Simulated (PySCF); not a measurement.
# (F)2Hf(OSiH2)2O: geometry, NMR shifts and electronic excitations

Wanted: the NMR shifts and electronic excitations of (F)2Hf(OSiH2)2O, by calculation.

Computed with PySCF 2.14.0, with density-fitted response routines of our own, on a single molecule in the gas phase. Atoms are numbered from 0 throughout.

## Step 1: Starting geometry

12 atoms, charge 0, multiplicity 1; geometry from: GFN1-xTB. The atoms were then displaced at random by about 0.03 Å, so the start is not that level's minimum.

Bonds of the start (Å): Hf0–F1 1.90, Hf0–F2 1.78, Hf0–O3 2.00, Hf0–O7 1.87, O3–Si4 1.53, Si4–O5 1.63, Si4–H8 1.53, Si4–H9 1.41, O5–Si6 1.69, Si6–O7 1.60, Si6–H10 1.42, Si6–H11 1.44.

## Step 2: Geometry optimisation at PBE0-D3(BJ)/def2-SVP

The job: settings as JSON, then the geometry in Å.

```
{"job": {"xc": "PBE0", "basis": "def2-SVP", "d3": "d3bj", "grid": 1, "maxiter": 40, "shake": 0.03, "kind": "geom"}, "charge": 0, "multiplicity": 1}
Hf    -1.435990    -0.806340     0.593280
F     -3.098330    -0.945680    -0.310410
F     -1.792200    -1.447520     2.220580
O     -0.994290     1.139970     0.726620
Si     0.294540     1.782690     0.197970
O      1.194970     0.602900    -0.476130
Si     1.293560    -1.038930    -0.852110
O     -0.083770    -1.684920    -0.354100
H      1.036130     2.299520     1.434440
H      0.006330     2.769880    -0.769080
H      1.310210    -1.147420    -2.266620
H      2.384310    -1.606920    -0.093430
```

Command:

```console
> OMP_NUM_THREADS=1 python probes_run.py task.json out
```

The driver reads the jobs from task.json and runs them one after another.

**Question.** This job is followed by: GIAO PBE0/pcSseg-1 Hf:def2-TZVP NMR shielding, non-relativistic, gas phase; TDDFT PBE0/def2-SVPD, vertical, gas phase, core orbitals frozen in the response; GIAO KT2/pcSseg-1 Hf:def2-TZVP NMR shielding, non-relativistic, gas phase. What will the session give for the following? rotational constants (main isotopes); ¹H shifts against TMS (PBE0/def2-TZVP+pcSseg-1, means over atoms taken as alike); ¹⁹F shifts against CFCl3 (PBE0/def2-TZVP+pcSseg-1, means over atoms taken as alike); ¹⁷O shifts against H2O (PBE0/def2-TZVP+pcSseg-1, means over atoms taken as alike); ²⁹Si shifts against TMS (PBE0/def2-TZVP+pcSseg-1, means over atoms taken as alike); surface potential, 1st and 99th percentile; lowest singlet (PBE0/def2-SVPD); brightest single state of those computed; lowest triplet; vertical ionisation energy (ΔSCF); range of the shift of O3.

As calculated:

| quantity | value |
| --- | --- |
| rotational constants (main isotopes) | 1.54, 0.66, 0.57 GHz |
| ¹H shifts against TMS (PBE0/def2-TZVP+pcSseg-1, means over atoms taken as alike) | 5.08 ppm |
| ¹⁹F shifts against CFCl3 (PBE0/def2-TZVP+pcSseg-1, means over atoms taken as alike) | 87.6 ppm |
| ¹⁷O shifts against H2O (PBE0/def2-TZVP+pcSseg-1, means over atoms taken as alike) | 264.7, 91.7 ppm |
| ²⁹Si shifts against TMS (PBE0/def2-TZVP+pcSseg-1, means over atoms taken as alike) | -33.6 ppm |
| surface potential, 1st and 99th percentile | -1.06 V and 3.76 V |
| lowest singlet (PBE0/def2-SVPD) | 6.83 eV (181 nm), f = 0.000 |
| brightest single state of those computed | state 5, 7.42 eV, f = 0.025 |
| lowest triplet | 6.71 eV |
| vertical ionisation energy (ΔSCF) | 10.62 eV |
| range of the shift of O3 | 264.7 to 276.9 ppm |

In words: The start was shaken at random, so part of the energy gained undoes that. Relaxing lowered the energy by 1.283 eV in 12 steps; the close pair that moved most is Hf0–Si6, from 3.097 to 3.334 Å. At PBE0/def2-TZVP+pcSseg-1: The widest tensor belongs to F1, F2: span 494 ppm, with a paramagnetic part of -383 ppm. At PBE0/def2-TZVP+pcSseg-1, counted by nearest atom on the grid, the HOMO lies on O5 25 %; 4 H atoms about 15 % each, the LUMO on Hf0 33 %; F1, F2 about 14 % each. The first singlet state (HOMO→LUMO 0.94) lies at 6.83 eV and is dark; of the 10 states computed, the strongest absorption comes from state 5 at 7.42 eV. The lowest triplet lies 0.12 eV below the lowest singlet (triplets in Tamm-Dancoff, singlets in full TDDFT). Spin-orbit coupling, left out, mixes singlets and triplets in elements this heavy. The orbital energy would give 8.77 eV for ionisation, ΔSCF gives 10.62 eV. Across the 2 runs the shift of O3 (with its like atoms) moves most, between 264.7 (PBE0/def2-TZVP+pcSseg-1) and 276.9 ppm (KT2/def2-TZVP+pcSseg-1). Spin-orbit coupling is left out, which matters for shieldings and couplings at and beside the heavy atoms.
